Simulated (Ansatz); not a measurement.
Write a Python script for Ansatz 0.2.0 through its Python package that makes a rigid scan of one bond length of ClGeH5NP, SMILES [NH2][GeH]([PH2])[Cl]. Level of theory (for the species named): r2SCAN, def2-SVP basis, multiplicity 1, D4 dispersion.

```xyz
9

N    -0.7788    1.4840   -0.1916
Ge   -0.1495   -0.1840   -0.4975
P     0.0217   -1.2703    1.4868
Cl   -1.4149   -1.2719   -1.7924
H    -0.1256    2.0260    0.3680
H    -0.8419    2.0248   -1.1321
H     1.2743   -0.0720   -1.1634
H     0.9054   -2.3222    0.9363
H     1.1978   -0.4606    1.9687
```

The script, `scan_clgeh5np.py`:
```python
"""Potential curve of ClGeH5NP along one bond."""

from dataclasses import dataclass

import ansatz as az
import numpy as np


@dataclass(frozen=True)
class RunConfig:
    basis_set: str = "def2-SVP"
    xc: str = "r2scan"
    vdw: str = "d4"


opts = RunConfig()

GEOMETRY = """
N    -0.77880    1.48400   -0.19160
Ge   -0.14950   -0.18400   -0.49750
P     0.02170   -1.27030    1.48680
Cl   -1.41490   -1.27190   -1.79240
H    -0.12560    2.02600    0.36800
H    -0.84190    2.02480   -1.13210
H     1.27430   -0.07200   -1.16340
H     0.90540   -2.32220    0.93630
H     1.19780   -0.46060    1.96870
"""


def main() -> None:
    mol = az.Crystal.molecule()
    for line in GEOMETRY.strip().splitlines():
        symbol, *xyz = line.split()
        mol = mol.atom(symbol, [float(v) for v in xyz])

    symbols = [site.symbol for site in mol.cartesian_sites]
    start = np.array([site.position_ang for site in mol.cartesian_sites])
    axis = (start[2] - start[1]) / np.linalg.norm(start[2] - start[1])
    moving = [2, 7, 8]
    lengths, energies = [1.93, 2.09, 2.27, 2.5, 2.84, 3.4, 4.08, 4.99], []
    for length in lengths:
        xyz = start.copy()
        xyz[moving] += (length - np.linalg.norm(start[2] - start[1])) * axis
        point = az.Crystal.molecule()
        for symbol, place in zip(symbols, xyz):
            point = point.atom(symbol, place.tolist())
        setup = point.calculation()
        setup = setup.basis(gaussian=opts.basis_set).functional(opts.xc, dispersion=opts.vdw)
        setup = setup.spin("collinear")
        r = setup.run(threads=1, pin="off").report
        energies.append(r["free_energy_ev"])
        print(f"r = {length:6.3f} A  E = {energies[-1]:.5f} eV  <S^2> = {abs(r['mean_field']['state']['spin_squared']):.3f}")

    print("energy above the lowest point (eV):", [round(e - min(energies), 3) for e in energies])


if __name__ == "__main__":
    main()
```

Running `python scan_clgeh5np.py` prints:
```text
r =  1.930 A  E = -79883.46203 eV  <S^2> = 0.000
r =  2.090 A  E = -79884.56469 eV  <S^2> = 0.000
r =  2.270 A  E = -79884.96834 eV  <S^2> = 0.000
r =  2.500 A  E = -79884.84966 eV  <S^2> = 0.000
r =  2.840 A  E = -79884.20198 eV  <S^2> = 0.000
r =  3.400 A  E = -79883.04613 eV  <S^2> = 0.009
r =  4.080 A  E = -79882.39416 eV  <S^2> = 0.804
r =  4.990 A  E = -79882.20586 eV  <S^2> = 0.987
energy above the lowest point (eV): [1.506, 0.404, 0.0, 0.119, 0.766, 1.922, 2.574, 2.762]
```

Caveats:
- Total energies depend on the basis set; only differences at equal settings carry meaning.
- The rest of the molecule is held rigid at a force-field or estimated start geometry, and the basis set is modest; single-reference methods fail as a bond breaks.
- The expectation value of S² is noticeably off S(S+1) in at least one run, so that state is spin-contaminated.
- It ran for 100 s on 1 thread of Intel(R) Xeon(R) Processor @ 2.30GHz, with other jobs on the host, peak memory 0.43 GiB.
